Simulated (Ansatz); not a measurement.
# YGa3N4: the cost of one run

Program: Ansatz 0.2.0. PAW datasets, plane waves. Computed, not measured; no magnetism was allowed, and the structure may never have been made.

## (1) Starting point

The cell was relaxed beforehand with r2SCAN.

It is monoclinic, Pm (No. 6); conventional cell a = 5.304 Å, b = 3.332 Å, c = 5.851 Å, β = 90.7°, 12.92 Å³ an atom. Near Ga stand 4 N at 1.94–2.04 Å; near Ga stand 4 N at 1.91–2.03 Å; near Ga stand 4 N at 1.89–1.99 Å; near Y stand 4 N at 2.15–2.30 Å; near N stand 3 Ga at 1.94–1.96 Å and 1 Y at 2.23 Å.

The structure in full:

```xyz
8
Lattice="5.3040 0.0000 0.0329 0.0000 3.3318 0.0000 0.0350 0.0000 5.8514" Properties=species:S:1:pos:R:3 pbc="T T T"
Ga    0.0291    0.0000    3.9632
Ga   -0.0102    1.6659    0.9123
Ga    2.7288    1.6659    4.8987
Y     2.7145    0.0000    1.9808
N     3.3958    0.0000    4.0996
N     3.3858    1.6659    0.8044
N     0.7370    1.6659    4.8651
N     0.4192    0.0000    1.9638
```

## (2) PBE bands along the symmetry lines

The input, input.yaml:

```yaml
crystal:
  lattice:
    - [5.3039846976, 0.0, 0.0329086314]
    - [0.0, 3.3317686765, 0.0]
    - [0.0349927088, 0.0, 5.8513947263]
  atoms:
    - { symbol: Ga, position: [0.0010153905, 0.0, 0.6773005439] }
    - { symbol: Ga, position: [-0.0029432047, 0.5, 0.1559263998] }
    - { symbol: Ga, position: [0.5089713202, 0.5, 0.8343215956] }
    - { symbol: "Y", position: [0.5095645576, 0.0, 0.3356589389] }
    - { symbol: "N", position: [0.6356336211, 0.0, 0.6970380387] }
    - { symbol: "N", position: [0.6374686108, 0.5, 0.1338793107] }
    - { symbol: "N", position: [0.1334716989, 0.5, 0.8306936344] }
    - { symbol: "N", position: [0.0768180055, 0.0, 0.3351815379] }
kpoints:
  mp_grid: { grid: [6, 8, 4] }
  band_path:
    path:
      - [0.0, 0.0, 0.0]
      - [1.39889988013e-36, -0.5, -3.427641173212e-18]
      - [-1.597299057988e-19, -0.5, -0.5]
      - [-1.597299057988e-19, 7.348127214652e-20, -0.5]
      - [0.0, 0.0, 0.0]
      - [-0.5, 1.65362215795e-19, -0.5]
      - [-0.5, -0.5, -0.5]
      - [1.39889988013e-36, -0.5, -3.427641173212e-18]
      - [-0.5, -0.5, -3.989472331317e-17]
      - [-0.5, 9.188094364853e-20, -3.621879629919e-17]
      - [0.0, 0.0, 0.0]
    npoints: 10
hamiltonian:
  xc: pbe
scf:
  occupations: { method: fermi_dirac, width: 0.02 }
  n_extra_bands: 6
output:
  forces: true
  stress: true
  eigenvalues: true
```

The run is started by

```console
ansatz run input.yaml --threads 4 --pin off --max-ram 6451MiB --backend cpu --events-out ev --progress --plain --runs-dir out
```

Q: Estimate wall time and peak memory on 4 threads of Arm Neoverse V2, shared host.

About 13 s, with a peak of 0.53 GiB.
